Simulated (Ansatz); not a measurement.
# H4NO3Ta: one species, many methods

One table from this session's results is given with a row withheld; the runs are named, their logs left out.

Computed with Ansatz 0.2.0, Gaussian basis. Level: functionals in def2-TZVPP, the program's frozen cores in correlated methods.

Plan: LDA (SPW92), PBE-D4, revPBE-D4, BLYP-D4, r2SCAN-D4, B97M-V, PBE0-D4, B3LYP-D4, r2SCANh-D4, r2SCAN0-D4, HSE06-D4, BHLYP-D4, CAM-B3LYP-D4, LC-ωPBE, ωB97X-V, ωB97M-V, B2PLYP, PBE-QIDH; CCSD(T)/def2-SVP; CCSD(T)/def2-TZVPP; MP2/def2-QZVPP; extrapolation to the limit; RPA on PBE.

**The geometry**

An earlier PBE0-D4 in a triple-zeta def2 set relaxation fixed the geometry. Ta takes the def2 core potential; no spin-orbit term is included.

SMILES `[NH]=[Ta]([OH])([OH])[OH]`, 9 atoms, charge 0, spin multiplicity 1.

Atoms are counted from 1 here; the program's logs count them from 0.

Bond lengths: N1–Ta2 1.768 Å, N1–H6 1.005 Å, Ta2–O3 1.923 Å, Ta2–O4 1.923 Å, Ta2–O5 1.910 Å, O3–H7 0.957 Å, O4–H8 0.957 Å, O5–H9 0.957 Å. Angles: Ta2–N1–H6 175.8°, N1–Ta2–O3 107.9°, N1–Ta2–O4 107.9°, N1–Ta2–O5 110.7°, O3–Ta2–O4 112.1°, O3–Ta2–O5 109.1°, O4–Ta2–O5 109.1°, Ta2–O3–H7 128.3°, Ta2–O4–H8 128.4°, Ta2–O5–H9 129.6°.

As a file:

```mol
H4NO3Ta
  3D, bonds by distance, orders not assigned

  9  8  0  0  0  0  0  0  0  0999 V2000
   -0.3510    1.2325   -1.2898 N   0  0
    0.0211   -0.0119   -0.0904 Ta  0  0
    1.9021   -0.3979   -0.2027 O   0  0
   -1.0584   -1.5547   -0.4829 O   0  0
   -0.3864    0.6044    1.6708 O   0  0
   -0.5397    1.8920   -2.0236 H   0  0
    2.4374   -0.9204    0.3946 H   0  0
   -1.1948   -2.3366    0.0521 H   0  0
   -0.7418    1.4462    1.9548 H   0  0
  1  2  8  0
  2  3  8  0
  2  4  8  0
  2  5  8  0
  1  6  8  0
  3  7  8  0
  4  8  8  0
  5  9  8  0
M  END
```

The first run:

in.yaml reads:

```yaml
crystal:
  periodic: [false, false, false]
  atoms:
    - {symbol: N, position_ang: [-0.351014, 1.232505, -1.289784]}
    - {symbol: Ta, position_ang: [0.021130, -0.011919, -0.090414]}
    - {symbol: O, position_ang: [1.902144, -0.397945, -0.202678]}
    - {symbol: O, position_ang: [-1.058408, -1.554663, -0.482868]}
    - {symbol: O, position_ang: [-0.386393, 0.604411, 1.670760]}
    - {symbol: H, position_ang: [-0.539720, 1.891973, -2.023649]}
    - {symbol: H, position_ang: [2.437403, -0.920450, 0.394610]}
    - {symbol: H, position_ang: [-1.194850, -2.336551, 0.052143]}
    - {symbol: H, position_ang: [-0.741793, 1.446238, 1.954779]}
basis:
  gaussian: {orbitals: def2-TZVPP}
hamiltonian: {xc: lda}
output: {orbitals: {seedname: orbitals}}
```

Started as:

```bash
> ansatz run in.yaml --threads 4 --pin off --events-out ev --progress --plain --max-ram 10444MiB
```

Among the steps run: LDA; PBE-D4 (GGA); revPBE-D4 (GGA); BLYP-D4 (GGA); r2SCAN-D4 (meta-GGA); B97M-V (meta-GGA); B3LYP-D4 (hybrid); r2SCANh-D4 (hybrid); r2SCAN0-D4 (hybrid); HSE06-D4 (hybrid); BHLYP-D4 (hybrid); CAM-B3LYP-D4 (range-separated); LC-ωPBE (range-separated); ωB97X-V (range-separated); ωB97M-V (range-separated); B2PLYP (double hybrid); PBE-QIDH (double hybrid).

One table of the session follows, with a row left open; its other results are not shown here.

It belongs to the step «Orbital energies across the functionals». 

```
  functional  HOMO (eV)  gap (eV)
 LDA (SPW92)      -6.03      4.85
      PBE-D4      -5.82      4.85
   revPBE-D4      -5.74      4.87
     BLYP-D4      -5.68      4.68
   r2SCAN-D4          ?         ?
      B97M-V      -6.11      5.24
     PBE0-D4      -7.21      6.99
    B3LYP-D4      -6.96      6.40
  r2SCANh-D4      -6.62      6.24
  r2SCAN0-D4      -7.40      7.52
    HSE06-D4      -6.80      6.23
    BHLYP-D4      -8.46      8.76
CAM-B3LYP-D4      -8.60      9.06
     LC-ωPBE      -9.97     11.67
     ωB97X-V      -9.61     11.09
     ωB97M-V      -9.53     10.58
```

Estimate the missing values for r2SCAN-D4.

Worked estimate for «HOMO (eV)». Against the share of exact exchange, r2SCANh-D4 (0.1, -6.62), r2SCAN0-D4 (0.25, -7.40) give a slope of -5.20 per unit share; at 0 the line stands at -6.10.

**Answer.** HOMO (eV): -6.09; gap (eV): 5.38. In «HOMO (eV)» the line misses by -0.01.
